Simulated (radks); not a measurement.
# V in [Ar] 3d3 4s2: an all-electron calculation

An exercise on one series of results from a longer session: the logs are not shown, and one member is left open.

Method: scalar-relativistic Kohn-Sham, HCTH/407, spin-polarised, spherical densities, finite nucleus; open shells are filled with parallel spins first. Code: radks (a radial shooting solver on a logarithmic mesh, Libxc functionals) version 1.

### Starting point

| Quantity | Value |
| --- | --- |
| element | vanadium (Z = 23) |
| charge | 0 |
| electrons | 23 |
| configuration | [Ar] 3d3 4s2 |
| nuclear rms radius | 3.6002 fm |

Outer shells as boxes (Hund's rule):

V
```
[Ar] core
3d [↑ ][↑ ][↑ ][  ][  ]
4s [↑↓]
```

The first run:

The run's settings:

```text
Z 23
configuration [Ar] 3d3 4s2 4p0 5s0
relativity scalar-relativistic
functional hcth_407
spin polarised
nucleus finite rms 3.6002 fm
c 137.035999084
```

Launch:

```bash
$ python run_ks.py task.json out
```

This one command runs every case of the session in turn.

One table of the session follows, with a row left open; its other results are not shown here.

It belongs to the step «Orbitals and density». Sizes of the orbitals, from the radial functions (bohr):

```
  level      <r>  outermost maximum (interpolated)  90 % within  nodes
1s down  0.06649                            0.0435        0.119      0
  1s up  0.06649                            0.0435        0.119      0
  2s up   0.3082                             0.256        0.479      1
2s down   0.3076                             0.255        0.477      1
  2p up   0.2739                             0.208        0.450      0
2p down   0.2733                             0.208        0.449      0
  3s up   0.9470                             0.819         1.42      2
3s down   0.9480                             0.820         1.42      2
  3p up    1.013                             0.844         1.56      1
3p down        ?                                 ?            ?      ?
  3d up    1.382                             0.886         2.42      0
  4s up    3.302                              2.68         5.09      3
4s down    3.572                              2.93         5.46      3
3d down    1.548                             0.897         2.85      0
  4p up    4.720                              3.56         7.28      2
4p down    5.101                              3.88         7.96      2
```

Estimate the missing values for 3p down.

**Answer.** <r>: 1.015; outermost maximum (interpolated): 0.845; 90 % within: 1.56; nodes: 1. In the column «<r>» it lies between 3p up (1.013) and 3d up (1.382).

Caveats from the session: Open shells are spherical and high-spin; term and fine-structure splittings are not resolved.
